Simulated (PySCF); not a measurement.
# WHCl: structure of the quintet

Aim: relax WHCl as a quintet from a bent start, check by its vibrations whether the end is a minimum, and collect its spectrum and constants.

Program: PySCF 2.14.0. Level of theory: PBE0, basis W def2-TZVP with ECP60, H def2-TZVP, Cl def2-TZVP, scalar-relativistic core potentials, no spin–orbit coupling, density fitting. These are calculated values, not measurements.

## 1. The starting structure

3 atoms, charge 0, spin multiplicity 5.

Bond lengths: W1–H2 1.690 Å, W1–Cl3 2.360 Å. Angles: H2–W1–Cl3 110.0°.

Z-matrix (Å, degrees; charge 0 multiplicity 5):
```
W
H  1 1.6900
Cl 1 2.3600 2 110.00
```

## 2. Finding the electronic state

One driver script runs all steps and calls PySCF; scf.py shows how it sets up the SCF of each step. The optimiser is the driver's own. After this first run the driver tries any further starts and a stability analysis.

Contents of scf.py:

```python
from pyscf import gto, scf, dft
mol = gto.M(atom='''
W      0.000000     0.000000     0.000000
H     -1.384400     0.000000     0.969300
Cl     1.933200     0.000000     1.353600''',
    basis={'W': 'def2-TZVP', 'H': 'def2-TZVP', 'Cl': 'def2-TZVP'},
    ecp={'W': 'def2-TZVP'},
    charge=0, spin=4)
mf = dft.UKS(mol, xc='PBE0')
mf.grids.atom_grid = (50, 194)
aux = {'W': 'def2-universal-JKFIT', 'H': 'def2-universal-JKFIT', 'Cl': 'def2-universal-JKFIT'}
mf = mf.density_fit(auxbasis=aux)
mf.conv_tol = 1e-08
mf.diis_space = 10
mf.max_cycle = 60
mf.init_guess = 'minao'
mf.verbose = 4
mf.kernel()
```

Run with:

```console
$ OMP_NUM_THREADS=2 python axn.py task.json out
```

Output:

```text
init E= -509.003565013701
[... the frontier-level lines of each cycle are left out ...]
cycle= 1 E= -527.613165251624  delta_E= -18.6  |g|= 0.357  |ddm|= 4.69
cycle= 2 E= -527.508187361149  delta_E= 0.105  |g|= 0.566  |ddm|= 0.895
cycle= 3 E= -527.679309947437  delta_E= -0.171  |g|= 0.0988  |ddm|= 0.545
cycle= 4 E= -527.684400208133  delta_E= -0.00509  |g|= 0.0432  |ddm|= 0.139
cycle= 5 E= -527.685578931875  delta_E= -0.00118  |g|= 0.00765  |ddm|= 0.0519
cycle= 6 E= -527.685664741177  delta_E= -8.58e-05  |g|= 0.00337  |ddm|= 0.0194
cycle= 7 E= -527.685695137514  delta_E= -3.04e-05  |g|= 0.00156  |ddm|= 0.0128
cycle= 8 E= -527.685704224571  delta_E= -9.09e-06  |g|= 0.000805  |ddm|= 0.00731
cycle= 9 E= -527.685706906603  delta_E= -2.68e-06  |g|= 0.000339  |ddm|= 0.00412
cycle= 10 E= -527.685707735335  delta_E= -8.29e-07  |g|= 0.000168  |ddm|= 0.00246
cycle= 11 E= -527.685707929025  delta_E= -1.94e-07  |g|= 8.53e-05  |ddm|= 0.00117
cycle= 12 E= -527.685707987162  delta_E= -5.81e-08  |g|= 3.39e-05  |ddm|= 0.000813
cycle= 13 E= -527.685707993134  delta_E= -5.97e-09  |g|= 1.09e-05  |ddm|= 0.000252
Extra cycle  E= -527.685707993463  delta_E= -3.3e-10  |g|= 9.55e-06  |ddm|= 4.01e-05
converged SCF energy = -527.685707993463  <S^2> = 6.0227582  2S+1 = 5.009095
```

This step, with its further starts and checks, ran for 8.3 s (2 threads of Arm Neoverse V1, shared host).

Energies from each starting density:

| start | energy (Eh) |
| --- | --- |
| the minimal-basis guess | -527.685708 |
| a thermally smeared density | -527.685708 |
| a smeared PBE density | -527.685708 |

The test of internal stability and the other starts found no lower solution of this spin.

## 3. Bent start, quintet: relaxation

The program finds Cs symmetry in the start, which this walk keeps. The walk stops when the largest gradient is under 0.0003 Eh/bohr and the energy has settled too.

scf.py: that of step 2 with these lines changed.

```diff
@@ -3,3 +3,3 @@
-W      0.000000     0.000000     0.000000
-H     -1.384400     0.000000     0.969300
-Cl     1.933200     0.000000     1.353600''',
+W     -0.301038     0.000000    -0.219666
+H     -1.685438     0.000000     0.749634
+Cl     1.632162     0.000000     1.133934''',
@@ -16 +15,0 @@
-mf.init_guess = 'minao'
```

Energy and gradient, step by step:

| step | energy (Eh) | change (kJ/mol) | largest symmetric gradient (Eh/bohr) |
| --- | --- | --- | --- |
| 0 | -527.685708 | 0.00 | 0.02638 |
| 1 | -527.688842 | -8.23 | 0.01045 |
| 2 | -527.689529 | -10.03 | 0.00487 |
| 3 | -527.689664 | -10.39 | 0.00213 |
| 4 | -527.689730 | -10.56 | 0.00067 |
| 5 | -527.689732 | -10.56 | 0.00035 |
| 6 | -527.689732 | -10.57 | 0.00001 |

The walk took 12 s.

Geometry (Å) and forces (eV/Å) at some steps:

```
step 0
W   -0.301   0.000  -0.220   1.357   0.000   0.931
H   -1.685   0.000   0.750  -0.330   0.000  -0.029
Cl   1.632   0.000   1.134  -1.027   0.000  -0.902
step 1
W   -0.272   0.000  -0.180   0.538   0.000   0.389
H   -1.704   0.000   0.736  -0.215   0.000  -0.039
Cl   1.622   0.000   1.107  -0.322   0.000  -0.351
step 3
W   -0.253   0.000  -0.129  -0.094   0.000   0.013
H   -1.750   0.000   0.710  -0.016   0.000  -0.041
Cl   1.649   0.000   1.083   0.110   0.000   0.028
step 6
W   -0.254   0.000  -0.109   0.000   0.000   0.000
H   -1.772   0.000   0.696   0.000   0.000   0.002
Cl   1.672   0.000   1.077   0.000   0.000  -0.003
```

It settles in Cs symmetry, 10.6 kJ/mol below the start, after 6 steps: W–Cl 2.262 Å, W–H 1.718 Å; Cl–W–H 120.4°.

## 4. Vibrations and properties at this point

The point is checked on the finer grid, and tightened if its gradient asks for it. The Hessian and the dipole derivatives come from central differences of analytic gradients, with steps of 0.02 bohr.

scf.py: that of step 3 with these lines changed.

```diff
@@ -3,3 +3,3 @@
-W     -0.301038     0.000000    -0.219666
-H     -1.685438     0.000000     0.749634
-Cl     1.632162     0.000000     1.133934''',
+W     -0.299227     0.000000    -0.192758
+H     -1.816372     0.000000     0.612510
+Cl     1.626377     0.000000     0.994169''',
@@ -10 +10 @@
-mf.grids.atom_grid = (50, 194)
+mf.grids.atom_grid = (75, 302)
@@ -13 +13 @@
-mf.conv_tol = 1e-08
+mf.conv_tol = 1e-10
```

This SCF starts from the last density.

SCF at the final geometry:

```text
init E= -527.68983578605
[... the frontier-level lines of each cycle are left out ...]
cycle= 1 E= -527.68983578605  delta_E= 2.27e-13  |g|= 1.37e-06  |ddm|= 3.59e-06
Extra cycle  E= -527.689835786053  delta_E= -3.18e-12  |g|= 2.08e-06  |ddm|= 3.52e-06
converged SCF energy = -527.689835786053  <S^2> = 6.0215126  2S+1 = 5.0085976
```

The whole step took 41 s.

Geometry: Cs; W–Cl 2.262 Å, W–H 1.718 Å; Cl–W–H 120.4°.

Harmonic modes (main isotopes):

```tsv
symmetry	ω (cm⁻¹)	IR (km/mol)	μ (u)	type
a'	387	18.0	7.95	mixed
a'	451	71.2	1.16	bend
a'	1951	152	1.01	stretch
```

All wavenumbers are real: a minimum.

Properties at this point:

```
Dipole moment                                                   : 2.51 D
Highest occupied level                                          : -6.19 eV
Lowest empty level                                              : -2.73 eV
Rotational constants                                            : 7.734, 0.111, 0.1094 cm⁻¹
Zero-point energy                                               : 16.7 kJ/mol
Principal polarisabilities                                      : 53.7, 54.0, 69.6 bohr³
Atomisation energy without zero-point energy                    : 739 kJ/mol
Principal traceless quadrupole moments about the centre of mass : -3.59, 1.61, 1.99 D Å
Entropy at 298.15 K and 1 bar (electronic part: spin only)      : 290.6 J/(mol K)
Heat capacity Cp at 298.15 K                                    : 45.3 J/(mol K)
Enthalpy at 298.15 K above 0 K                                  : 11.45 kJ/mol
Rotational symmetry number                                      : 1
Spin squared ⟨S²⟩                                               : 6.022
```

Charges (e) and bond orders:

```
atom  Mulliken  Löwdin  polar tensor  spin (Mulliken)  Mayer order to W1
  W1      0.46    0.10          0.80             4.13                  –
  H2     -0.10   -0.12         -0.26            -0.13               0.97
 Cl3     -0.36    0.02         -0.54             0.00               1.13
```

Outer orbital energies (eV). α occupied: -11.00, -9.97, -9.88, -9.20, -6.82, -6.72, -6.58, -6.19; empty: -2.73, -1.41, -0.65, 1.81. β occupied: -43.49, -42.89, -42.33, -22.37, -10.75, -9.59, -9.35, -8.87; empty: -2.15, -1.48, -1.23, -1.09.

Mulliken populations on W1 (outside its core potential): s 2.85, p 6.25, d 4.42, f 0.02.

## 5. Summary of results

| quantity | value |
| --- | --- |
| minimum | quintet, Cs |
| geometry | W–Cl 2.262 Å, W–H 1.718 Å; Cl–W–H 120.4° |
| wavenumbers (cm⁻¹) | 387 (a'), 451 (a'), 1951 (a') |
| dipole moment | 2.51 D |
| highest occupied, lowest empty level (either spin) | -6.19, -2.73 eV |
| polar-tensor charge of W1 | +0.80 e |
| zero-point energy | 16.7 kJ/mol |
| entropy at 298.15 K | 290.6 J/(mol K) |
| atomisation energy (no zero-point energy) | 739 kJ/mol |
| ⟨S²⟩ | 6.022 |

The bent start keeps its Cs symmetry and ends in a minimum. The strongest infrared band lies at 1951 cm⁻¹ (a', stretch). Most of the spin sits on W1 (Mulliken spin 4.13, against 4 for the whole molecule). Other starts or spin states, not run here, may lie lower. One determinant may miss the lowest occupation of an open d or f shell. Spin–orbit coupling, left out here, can matter for elements this heavy.

The search up to here took 62 s.
